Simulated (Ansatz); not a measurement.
# BH3Br (doublet): from Hartree-Fock to the top rungs at distance Br1–H2 along a hydrogen transfer = 1.712 Å, cc-pVDZ

The task here is to estimate one member of a computed series from the others.

Program: Ansatz 0.2.0, Gaussian basis. Level of theory: cc-pVDZ, core rule «outside noble gas», up to 15 orbitals frozen. These are calculated values, not measurements.

Plan: UHF; CCSD(T) on ROHF; CCSD(T) on UHF; BCCD(T) on ROHF; CISD; CCSDT(Q) on ROHF; CCSDT(Q) on UHF; CASSCF and MRCISD+Q, 3 electrons in 3 orbitals; CASSCF and NEVPT2, 3 electrons in 3 orbitals.

16 further runs of the same task are left out: 9 for a known fault of the program, 1 for a mislabelled method, 6 that didn't finish.

**The system**

The geometry derives from fragments relaxed apart (PBE0/def2-TZVP) and kept rigid, so it is no stationary point. A hydrogen atom is moved between rigid fragments. No spin-orbit coupling is included. The filled d shell of Br may be among the frozen orbitals whatever the setting's name suggests; the logs give the count.

5 atoms, charge 0, spin multiplicity 2.

Atoms are counted from 1 here; the program's logs count them from 0.

Bond lengths: Br1–H2 1.712 Å, H2–B3 1.218 Å, B3–H4 1.191 Å, B3–H5 1.191 Å. Angles: Br1–H2–B3 180.0°, H2–B3–H4 115.3°, H2–B3–H5 115.3°, H4–B3–H5 129.4°.

Set-up of the first run:

in.yaml

```yaml
crystal:
  periodic: [false, false, false]
  atoms:
    - {symbol: Br, position_ang: [-0.430287, 0.000000, 0.000000]}
    - {symbol: H, position_ang: [1.281713, 0.000000, 0.000000]}
    - {symbol: B, position_ang: [2.499713, 0.000000, 0.000000]}
    - {symbol: H, position_ang: [3.008786, 0.000000, 1.077008]}
    - {symbol: H, position_ang: [3.008786, 0.000000, -1.077008]}
basis:
  gaussian: {orbitals: cc-pVDZ}
magnetization: {spin_polarized: true, initial_magnetization: 1}
hamiltonian: {xc: hf}
output: {orbitals: {seedname: orbitals}}
```

Run with:

```
> ansatz run in.yaml --threads 1 --pin off --events-out ev --progress --plain --max-ram 2393MiB
```

Steps of the session up to this table: UHF; CCSD(T) on ROHF; CCSD(T) on UHF; BCCD(T) on ROHF; CISD; CCSDT(Q) on ROHF; CCSDT(Q) on UHF; CASSCF and MRCISD+Q, 3 electrons in 3 orbitals; CASSCF and NEVPT2, 3 electrons in 3 orbitals.

One table of the session follows, with a row left open; its other results are not shown here.

| method | from UCCSDT(Q) (meV) |
| --- | --- |
| ROHF | +6698.7 |
| UHF | +6535.3 |
| RMP2 | +1082.4 |
| UMP2 | +1113.5 |
| CISD | ? |
| RCCSD | +136.7 |
| UCCSD | +131.9 |
| RCCSD(T) | +27.9 |
| UCCSD(T) | +26.9 |
| BCCD(T) | +28.1 |
| RCCSDT | +9.2 |
| UCCSDT | +7.7 |
| RCCSDT(Q) | +1.4 |
| UCCSDT(Q) | 0 |
| CASSCF pair | +6278.4 |
| NEVPT2 pair | +1119.0 |
| MRCISD pair | +576.7 |
| MRCISD+Q pair | +34.5 |

**Question.** Estimate the row for CISD.

**Answer.** from UCCSDT(Q) (meV): +639.1. In the column «from UCCSDT(Q) (meV)» it lies between MRCISD pair (+576.7) and RMP2 (+1082.4).

Caveats from the session: Restricted and unrestricted rows rest on different reference determinants; where their highest levels disagree by more than a few hundredths of an eV, they describe different states and don't form one ladder.
